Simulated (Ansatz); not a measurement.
**C2H9BSe: basis-set convergence**

Aim: see how fast density functionals converge with the basis set for C2H9BSe.

Program: Ansatz 0.2.0, Gaussian basis. Level of theory: one geometry, several basis sets. These are calculated values, not measurements.

Plan: PBE0-D4/def2-SVP; ωB97M-V/def2-SVP; PBE0-D4/def2-QZVPP; ωB97M-V/def2-QZVPP; the functionals' def2-TZVPP values are taken from earlier runs.

### Step 1. The geometry

The geometry comes from an earlier relaxation with PBE0-D4 in a triple-zeta def2 set; it is a stationary point, not always the lowest conformer.

SMILES `C[BH-](C)[SeH2+]`, 13 atoms, charge 0, spin multiplicity 1.

Atoms are counted from 1 here; the program's logs count them from 0.

Bond lengths: C1–B2 1.597 Å, C1–H5 1.094 Å, C1–H6 1.096 Å, C1–H7 1.097 Å, B2–C3 1.593 Å, B2–Se4 2.281 Å, B2–H8 1.214 Å, C3–H9 1.096 Å, C3–H10 1.094 Å, C3–H11 1.098 Å, Se4–H12 1.469 Å, Se4–H13 1.472 Å. Angles: B2–C1–H5 114.8°, B2–C1–H6 113.7°, B2–C1–H7 107.3°, H5–C1–H6 108.1°, H5–C1–H7 106.2°, H6–C1–H7 106.1°, C1–B2–C3 118.1°, C1–B2–Se4 102.0°, C1–B2–H8 115.5°, C3–B2–Se4 106.1°, C3–B2–H8 116.1°, Se4–B2–H8 94.0°, B2–C3–H9 113.5°, B2–C3–H10 114.5°, B2–C3–H11 107.7°, H9–C3–H10 108.1°, H9–C3–H11 106.2°, H10–C3–H11 106.2° and more.

### Step 2. PBE0-D4 in def2-SVP

Input file in.yaml:

```yaml
crystal:
  periodic: [false, false, false]
  atoms:
    - {symbol: C, position_ang: [-0.994247, 0.963324, -0.849310]}
    - {symbol: B, position_ang: [-0.047092, -0.277589, -0.514442]}
    - {symbol: C, position_ang: [1.432117, 0.023749, -0.006642]}
    - {symbol: Se, position_ang: [-1.133042, -1.244459, 1.243490]}
    - {symbol: H, position_ang: [-2.035143, 0.701283, -1.061382]}
    - {symbol: H, position_ang: [-0.989202, 1.742775, -0.078833]}
    - {symbol: H, position_ang: [-0.606088, 1.433816, -1.761265]}
    - {symbol: H, position_ang: [-0.177086, -1.244357, -1.237504]}
    - {symbol: H, position_ang: [1.475927, 0.772067, 0.792790]}
    - {symbol: H, position_ang: [1.987555, -0.858891, 0.324114]}
    - {symbol: H, position_ang: [1.995608, 0.442768, -0.850313]}
    - {symbol: H, position_ang: [-0.092269, -2.182269, 1.687007]}
    - {symbol: H, position_ang: [-0.796637, -0.306916, 2.327087]}
basis:
  gaussian: {orbitals: def2-SVP}
hamiltonian: {xc: pbe0, dispersion: d4}
output: {orbitals: {seedname: orbitals}}
```

Launch:

```
> ansatz run in.yaml --threads 4 --pin off --events-out ev --progress --plain --max-ram 10444MiB
```

The runs that follow: ωB97M-V in def2-SVP; PBE0-D4 in def2-QZVPP; ωB97M-V in def2-QZVPP.

Q: Predict the results of all the runs planned. Wanted: PBE0-D4: double and triple zeta above quadruple; ωB97M-V: double and triple zeta above quadruple.

As calculated:

| quantity | value |
| --- | --- |
| PBE0-D4: double and triple zeta above quadruple | 12.69, 1.56 eV |
| ωB97M-V: double and triple zeta above quadruple | 12.89, 1.51 eV |

In words: PBE0-D4 gains 11.13 eV from double to triple zeta, then 1.56 eV more. Total energies overstate the basis error of differences, where much of it tends to cancel. The LUMO of ωB97M-V is positive and keeps falling with the basis (1.69 to 1.06 eV): an unbound level that the basis holds in place.
